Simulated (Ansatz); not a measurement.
What does this script print? It uses the Python package of Ansatz (0.2.0).

The script, `run_energy.py`:
```python
"""Single point of BClFO in a Gaussian basis."""

import ansatz
from ase import Atoms


def main() -> None:
    atoms = Atoms(["O", "B", "F", "Cl"], positions=[
        (-0.286, -1.3986, -0.5846),
        (-0.0928, -0.0232, -0.0567),
        (-1.0883, 1.034, -0.2778),
        (1.5227, 0.3275, 0.8988),
    ])
    bclfo = ansatz.Crystal.molecule_from_ase(atoms)

    setup = (
        bclfo.calculation()
        .basis(gaussian="def2-SVP")
        .functional("pbe0")
        .spin("collinear", total=1)
    )
    print(setup.to_yaml())
    out = setup.run(threads=1, pin="off")
    rep = out.report

    for key in ("converged", "free_energy_ev", "reference_energy_ev", "n_frozen", "n_occupied", "n_virtual"):
        print(f"{key:22s} {rep[key]}")


if __name__ == "__main__":
    main()
```

```console
$ python run_energy.py
crystal:
  periodic: [false, false, false]
  atoms:
    - { symbol: O, position_ang: [-0.286, -1.3986, -0.5846] }
    - { symbol: B, position_ang: [-0.0928, -0.0232, -0.0567] }
    - { symbol: F, position_ang: [-1.0883, 1.034, -0.2778] }
    - { symbol: Cl, position_ang: [1.5227, 0.3275, 0.8988] }
basis:
  gaussian:
    orbitals: def2-SVP
hamiltonian:
  xc: pbe0
magnetization:
  spin_polarized: true
  initial_magnetization: 1.0

converged              True
free_energy_ev         -17945.692347257213
reference_energy_ev    -17945.692347257213
n_frozen               0
n_occupied             [20, 19]
n_virtual              [40, 41]
```

Reading the output:
- Total energies depend on the basis set; only differences at equal settings carry meaning.
- The geometry is a force-field or estimated start, not a minimum of this method, and the basis set is short of its limit.
- The species is open-shell (spin multiplicity 2).
- Finished in 3 s on 1 thread of Arm Neoverse V2 (shared host), peak memory 0.21 GiB.

(Lines on the test bed's own set-up are left out of the output.)
